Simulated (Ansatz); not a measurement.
# CHBCl₂Se, SMILES ClB(Cl)C=[Se]: a rigid torsion scan

With Ansatz 0.2.0 through its Python package.

Run as a notebook:

In [1]:
```python
import ansatz as az
from ase import Atoms
```

In [2]:
```python
atoms = Atoms(["Cl", "B", "Cl", "C", "Se", "H"], positions=[
    (-1.4602, 1.6973, -0.4233),
    (-0.8112, 0.0048, -0.0917),
    (-1.9722, -1.4246, -0.0036),
    (0.7199, -0.2151, 0.1137),
    (2.4153, 1.1462, 0.0958),
    (1.1083, -1.2086, 0.3091),
])
```

In [3]:
```python
# start the scan from a relaxed geometry
first = (
    az.Crystal.molecule_from_ase(atoms).calculation()
    .basis(gaussian="def2-SVP")
    .functional("b3lyp")
    .relax(force_tolerance=0.02, max_steps=80)
)
atoms.positions = first.run(threads=1, pin="off").report["positions_ang"]
```

In [4]:
```python
start = atoms.get_dihedral(4, 3, 1, 0)
energies = {}
for turn in range(0, 360, 40):
    turned = atoms.copy()
    turned.set_dihedral(4, 3, 1, 0, start + turn, indices=[0, 1, 2])
    calc = az.Crystal.molecule_from_ase(turned).calculation().basis(gaussian="def2-SVP").functional("b3lyp")
    energies[round((start + turn) % 360)] = calc.run(threads=1, pin="off").report["free_energy_ev"]
floor = min(energies.values())
print("dihedral Se4-C3-B1-Cl0 (deg)   E - E(min) (eV)")
for angle, e in sorted(energies.items()):
    print(f"{angle:8d} {(e - floor):14.3f}  " + "#" * int(30 * (e - floor) / max(max(energies.values()) - floor, 1e-9)))
```
```text
dihedral Se4-C3-B1-Cl0 (deg)   E - E(min) (eV)
      40          0.013  #######
      80          0.052  ##############################
     120          0.051  #############################
     160          0.037  #####################
     200          0.037  #####################
     240          0.052  #############################
     280          0.052  #############################
     320          0.013  #######
     360          0.000
```

Caveats:
- The scan is rigid and the energies are electronic, in a modest basis. With rigid groups the curve can differ much from the relaxed path, the start wasn't checked as a minimum of this torsion, and equivalent turns needn't return to the same energy.
- b3lyp holds the VWN-RPA fit, as in Gaussian; the form of ORCA and Turbomole is b3lyp5.
- Wall time of the script: 80 s on 1 thread of Arm Neoverse V1 (shared host), peak memory 0.31 GiB.
